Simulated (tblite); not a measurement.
# C5H9OSi: the cost of one run

Computed with tblite 0.8.0 and PySCF 2.14.0, with density-fitted response routines of our own, on a single molecule in the gas phase. Atoms are numbered from 0 throughout.

**1. The molecule as given**

16 atoms, charge 0, multiplicity 2; geometry from: force field or distance geometry start.

Bonds of the start (Å): Si0–O1 1.72, O1–C2 1.36, C2–C3 1.52, C3–C4 1.51, C4–C5 1.34, C5–C6 1.52, C6–C2 1.53, Si0–H7 1.47, Si0–H8 1.47, Si0–H9 1.48, C2–H10 1.11, C3–H11 1.12, C4–H12 1.11, C5–H13 1.08, C6–H14 1.11, C6–H15 1.09.

**2. Geometry optimisation with GFN2-xTB**

What the job is given:

```
{"job": {"kind": "relax", "xc": "GFN2-xTB", "basis": "xTB"}, "charge": 0, "multiplicity": 2}
Si     2.657400    -0.395900    -0.016400
O      1.379400     0.605500     0.550500
C      0.136300     0.107000     0.310000
C     -0.685200    -0.132000     1.568900
C     -2.039300    -0.359100     0.945600
C     -2.115600     0.347100    -0.195300
C     -0.804700     1.089000    -0.388000
H      2.639200    -1.710000     0.631500
H      3.914100     0.332700     0.175300
H      2.417100    -0.558300    -1.464500
H      0.134500    -0.862500    -0.237700
H     -0.348900    -1.061500     2.097100
H     -2.821700    -1.005900     1.383100
H     -2.974100     0.365200    -0.846800
H     -0.913600     2.026600     0.189700
H     -0.582600     1.221100    -1.447000
```

Started as:

```bash
OMP_NUM_THREADS=1 python probes_run.py task.json out
```

One launch serves the whole session: the jobs run in the order shown.

**Question.** How long does this first job take on 1 thread of Arm Neoverse N1, shared host, and how much memory does it need?

About 1.6 s, with a peak of 0.18 GiB.
